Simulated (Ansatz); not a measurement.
# Al4Sb4 zinc blende hole disc (Al4Sb4H16): geometry, orbitals and charge

What does Al4Sb4 zinc blende hole disc (Al4Sb4H16) look like as a singlet, and where do its frontier electrons sit?

Method: RKS PBE0-D4/def2-TZVP; program: Ansatz 0.2.0, Gaussian basis.

Plan: relaxation at PBE-D4/def2-SVP; a single point at PBE0-D4/def2-TZVP.

5 further runs of the same task are left out: 3 that didn't finish, 2 set aside as unsound or not needed.

## 1. The starting structure

24 atoms, charge 0, spin multiplicity 1.

Atoms are counted from 1 here; the program's logs count them from 0.

Bond lengths: Al1–Sb5 2.670 Å, Al1–Sb7 2.637 Å, Al1–H9 1.549 Å, Al1–H10 1.540 Å, Al2–Sb6 2.644 Å, Al2–Sb8 2.676 Å, Al2–H11 1.594 Å, Al2–H12 1.507 Å, Al3–Sb5 2.661 Å, Al3–Sb6 2.679 Å, Al3–H13 1.558 Å, Al3–H14 1.521 Å, Al4–Sb7 2.670 Å, Al4–Sb8 2.639 Å, Al4–H15 1.546 Å, Al4–H16 1.529 Å, Sb5–H17 1.692 Å, Sb5–H18 1.728 Å and more. Angles: Sb5–Al1–Sb7 109.7°, Sb5–Al1–H9 107.3°, Sb5–Al1–H10 108.8°, Sb7–Al1–H9 111.6°, Sb7–Al1–H10 110.1°, H9–Al1–H10 109.2°, Sb6–Al2–Sb8 109.6°, Sb6–Al2–H11 108.9°, Sb6–Al2–H12 111.4°, Sb8–Al2–H11 108.4°, Sb8–Al2–H12 108.9°, H11–Al2–H12 109.5°, Sb5–Al3–Sb6 109.2°, Sb5–Al3–H13 109.9°, Sb5–Al3–H14 110.5°, Sb6–Al3–H13 108.5°, Sb6–Al3–H14 108.4°, H13–Al3–H14 110.3° and more.

As a file:

```xyz
24

Al   -1.5298    1.5473   -1.5300
Al    1.5155   -1.5214   -1.5283
Al   -1.5431   -1.5263    1.5405
Al    1.5394    1.5354    1.5432
Sb   -3.0810   -0.0024   -0.0072
Sb    0.0090   -3.0694   -0.0044
Sb   -0.0117    3.0661    0.0001
Sb    3.0659    0.0194    0.0151
H    -2.4648    2.3958   -2.4267
H    -0.6522    0.6491   -2.4209
H     2.4559   -2.4408   -2.4298
H     0.6765   -0.6362   -2.4142
H    -2.4318   -2.4488    2.4266
H    -0.6442   -0.6643    2.4139
H     0.6448    0.6317    2.4226
H     2.4256    2.4247    2.4165
H    -4.0541   -0.9797   -0.9882
H    -4.0753    1.0040    0.9855
H    -0.9799   -4.0791   -0.9793
H     0.9927   -4.0818    0.9883
H     0.9939    4.0671   -1.0078
H    -1.0097    4.0660    0.9860
H     4.0666    1.0044   -1.0178
H     4.0669   -0.9747    0.9886
```

Sb takes a core potential in the def2 sets. No spin-orbit coupling is included.

The start is a built from a lattice or polyhedron geometry.

## 2. Optimising with PBE-D4/def2-SVP

Contents of in.yaml:

```yaml
crystal:
  periodic: [false, false, false]
  atoms:
    - {symbol: Al, position_ang: [-1.529800, 1.547300, -1.530000]}
    - {symbol: Al, position_ang: [1.515500, -1.521400, -1.528300]}
    - {symbol: Al, position_ang: [-1.543100, -1.526300, 1.540500]}
    - {symbol: Al, position_ang: [1.539400, 1.535400, 1.543200]}
    - {symbol: Sb, position_ang: [-3.081000, -0.002400, -0.007200]}
    - {symbol: Sb, position_ang: [0.009000, -3.069400, -0.004400]}
    - {symbol: Sb, position_ang: [-0.011700, 3.066100, 0.000100]}
    - {symbol: Sb, position_ang: [3.065900, 0.019400, 0.015100]}
    - {symbol: H, position_ang: [-2.464800, 2.395800, -2.426700]}
    - {symbol: H, position_ang: [-0.652200, 0.649100, -2.420900]}
    - {symbol: H, position_ang: [2.455900, -2.440800, -2.429800]}
    - {symbol: H, position_ang: [0.676500, -0.636200, -2.414200]}
    - {symbol: H, position_ang: [-2.431800, -2.448800, 2.426600]}
    - {symbol: H, position_ang: [-0.644200, -0.664300, 2.413900]}
    - {symbol: H, position_ang: [0.644800, 0.631700, 2.422600]}
    - {symbol: H, position_ang: [2.425600, 2.424700, 2.416500]}
    - {symbol: H, position_ang: [-4.054100, -0.979700, -0.988200]}
    - {symbol: H, position_ang: [-4.075300, 1.004000, 0.985500]}
    - {symbol: H, position_ang: [-0.979900, -4.079100, -0.979300]}
    - {symbol: H, position_ang: [0.992700, -4.081800, 0.988300]}
    - {symbol: H, position_ang: [0.993900, 4.067100, -1.007800]}
    - {symbol: H, position_ang: [-1.009700, 4.066000, 0.986000]}
    - {symbol: H, position_ang: [4.066600, 1.004400, -1.017800]}
    - {symbol: H, position_ang: [4.066900, -0.974700, 0.988600]}
basis:
  gaussian: {orbitals: def2-SVP}
hamiltonian: {xc: pbe, dispersion: d4}
scf: {lower_state_search: "off"}
output: {orbitals: {seedname: orbitals}}
relax: {f_tol: 0.03, max_steps: 70}
```

Started as:

```console
$ ansatz run in.yaml --threads 4 --pin off --events-out ev --progress --plain --max-ram 6963MiB
```

Further steps of the session: Single point, PBE0-D4/def2-TZVP.

**Question.** What will the summary of the whole plan be? Wanted: point group; commonest bond, hydrogen aside; HOMO, LUMO at PBE0-D4/def2-TZVP; dipole at PBE-D4/def2-SVP.

**Answer**, as computed:

| quantity | value |
| --- | --- |
| point group | D2d |
| commonest bond, hydrogen aside | Al–Sb, 8 of mean length 2.730 Å |
| HOMO, LUMO at PBE0-D4/def2-TZVP | -7.50, -1.60 eV |
| dipole at PBE-D4/def2-SVP | 0.01 D |

In words: The molecule keeps its bonding pattern by the stored test; the atoms moved 0.45 Å (rms), and the angle Al2–Sb6–Al3 went from 109° to 132°. No usable vibrations, so a minimum isn't proven. The HOMO lies nearest to Sb7 21 %; Sb6 15 % and the LUMO to 4 Sb atoms about 10 % each. Whether this spin is the lowest isn't tested here.
